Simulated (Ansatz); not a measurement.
# C₈H₁₈F₂Ge: one species, many methods

The task here is to estimate one member of a computed series from the others.

The runs use Ansatz 0.2.0, Gaussian basis; functionals in def2-TZVPP, the program's frozen cores in correlated methods.

The runs, in order: LDA (SPW92), PBE-D4, revPBE-D4, BLYP-D4, r2SCAN-D4, B97M-V, PBE0-D4, B3LYP-D4, r2SCANh-D4, r2SCAN0-D4, HSE06-D4, BHLYP-D4, CAM-B3LYP-D4, LC-ωPBE, ωB97X-V, ωB97M-V, B2PLYP, PBE-QIDH; CCSD(T)/def2-SVP; CCSD(T)/def2-TZVPP; MP2/def2-QZVPP; extrapolation to the limit; RPA on PBE.

## Structure used throughout

All runs share one geometry, relaxed beforehand with PBE0-D4 in a triple-zeta def2 set.

29 atoms, charge 0, spin multiplicity 1.

Atoms are counted from 1 here; the program's logs count them from 0.

Bond lengths: C1–C2 1.523 Å, C1–H12 1.093 Å, C1–H13 1.093 Å, C1–H14 1.095 Å, C2–C3 1.522 Å, C2–C4 1.530 Å, C2–H15 1.096 Å, C3–H16 1.092 Å, C3–H17 1.092 Å, C3–H18 1.095 Å, C4–Ge5 1.941 Å, C4–H19 1.096 Å, C4–H20 1.096 Å, Ge5–F6 1.742 Å, Ge5–F7 1.741 Å, Ge5–C8 1.939 Å, C8–C9 1.529 Å, C8–H21 1.095 Å and more. Angles: C2–C1–H12 111.5°, C2–C1–H13 111.0°, C2–C1–H14 110.7°, H12–C1–H13 107.9°, H12–C1–H14 107.8°, H13–C1–H14 107.7°, C1–C2–C3 110.8°, C1–C2–C4 110.0°, C1–C2–H15 108.1°, C3–C2–C4 111.8°, C3–C2–H15 108.0°, C4–C2–H15 107.9°, C2–C3–H16 110.6°, C2–C3–H17 112.2°, C2–C3–H18 110.7°, H16–C3–H17 107.8°, H16–C3–H18 107.8°, H17–C3–H18 107.6° and more.

The first run:

Input file in.yaml:

```yaml
crystal:
  periodic: [false, false, false]
  atoms:
    - {symbol: C, position_ang: [-2.904967, -1.827569, 1.608246]}
    - {symbol: C, position_ang: [-1.610923, -1.085197, 1.912857]}
    - {symbol: C, position_ang: [-1.867527, 0.090249, 2.844600]}
    - {symbol: C, position_ang: [-0.942412, -0.641374, 0.610262]}
    - {symbol: Ge, position_ang: [0.828022, 0.126641, 0.815394]}
    - {symbol: F, position_ang: [0.678935, 1.754262, 1.419060]}
    - {symbol: F, position_ang: [1.612644, -0.698427, 2.132669]}
    - {symbol: C, position_ang: [2.062027, 0.134431, -0.680281]}
    - {symbol: C, position_ang: [1.429235, 0.487533, -2.026779]}
    - {symbol: C, position_ang: [0.843152, 1.892571, -2.021832]}
    - {symbol: C, position_ang: [2.448834, 0.332948, -3.146954]}
    - {symbol: H, position_ang: [-2.728574, -2.694758, 0.966612]}
    - {symbol: H, position_ang: [-3.379939, -2.180228, 2.527275]}
    - {symbol: H, position_ang: [-3.616257, -1.171346, 1.096544]}
    - {symbol: H, position_ang: [-0.931359, -1.778526, 2.421542]}
    - {symbol: H, position_ang: [-2.351118, -0.246136, 3.764622]}
    - {symbol: H, position_ang: [-0.945441, 0.605928, 3.120500]}
    - {symbol: H, position_ang: [-2.526767, 0.823557, 2.369305]}
    - {symbol: H, position_ang: [-0.836828, -1.490151, -0.074299]}
    - {symbol: H, position_ang: [-1.562597, 0.100166, 0.093693]}
    - {symbol: H, position_ang: [2.515986, -0.861078, -0.711606]}
    - {symbol: H, position_ang: [2.861749, 0.840160, -0.432553]}
    - {symbol: H, position_ang: [0.612724, -0.221041, -2.220210]}
    - {symbol: H, position_ang: [0.076480, 2.022866, -1.252993]}
    - {symbol: H, position_ang: [0.389933, 2.129752, -2.987071]}
    - {symbol: H, position_ang: [1.623341, 2.633963, -1.825625]}
    - {symbol: H, position_ang: [3.286387, 1.021949, -3.000933]}
    - {symbol: H, position_ang: [2.002202, 0.552200, -4.120168]}
    - {symbol: H, position_ang: [2.853357, -0.681546, -3.181375]}
basis:
  gaussian: {orbitals: def2-TZVPP}
hamiltonian: {xc: lda}
output: {orbitals: {seedname: orbitals}}
```

Launch:

```bash
$ ansatz run in.yaml --threads 11 --pin off --events-out ev --progress --plain --max-ram 174080MiB --backend cuda --devices 0, --max-vram 75GiB
```

Among the steps run: LDA; PBE-D4 (GGA); revPBE-D4 (GGA); BLYP-D4 (GGA); r2SCAN-D4 (meta-GGA); B97M-V (meta-GGA); B3LYP-D4 (hybrid); r2SCANh-D4 (hybrid); r2SCAN0-D4 (hybrid); HSE06-D4 (hybrid); BHLYP-D4 (hybrid); CAM-B3LYP-D4 (range-separated); LC-ωPBE (range-separated); ωB97X-V (range-separated); ωB97M-V (range-separated); B2PLYP (double hybrid); PBE-QIDH (double hybrid).

One table of the session follows, with a row left open; its other results are not shown here.

It belongs to the step «Orbital energies across the functionals». 

```
  functional  HOMO (eV)  LUMO (eV)  gap (eV)
 LDA (SPW92)      -7.00      -0.55      6.45
      PBE-D4      -6.83      -0.31      6.53
   revPBE-D4      -6.76      -0.17      6.59
     BLYP-D4      -6.72      -0.29      6.44
   r2SCAN-D4      -7.11       0.24      7.35
      B97M-V      -7.24      -0.20      7.03
     PBE0-D4      -8.13       0.53      8.66
    B3LYP-D4      -7.93       0.21      8.14
  r2SCANh-D4      -7.59       0.52      8.10
  r2SCAN0-D4      -8.31       0.90      9.20
    HSE06-D4      -7.73       0.16      7.90
    BHLYP-D4      -9.34       1.19     10.53
CAM-B3LYP-D4      -9.48       1.33     10.81
     LC-ωPBE     -10.77       2.65     13.42
     ωB97X-V          ?          ?         ?
     ωB97M-V     -10.31       2.01     12.32
```

Q: Estimate the row for ωB97X-V from the others.

**Answer.** HOMO (eV): -10.44; LUMO (eV): 2.39; gap (eV): 12.83. In the column «HOMO (eV)» it lies between LC-ωPBE (-10.77) and ωB97M-V (-10.31).
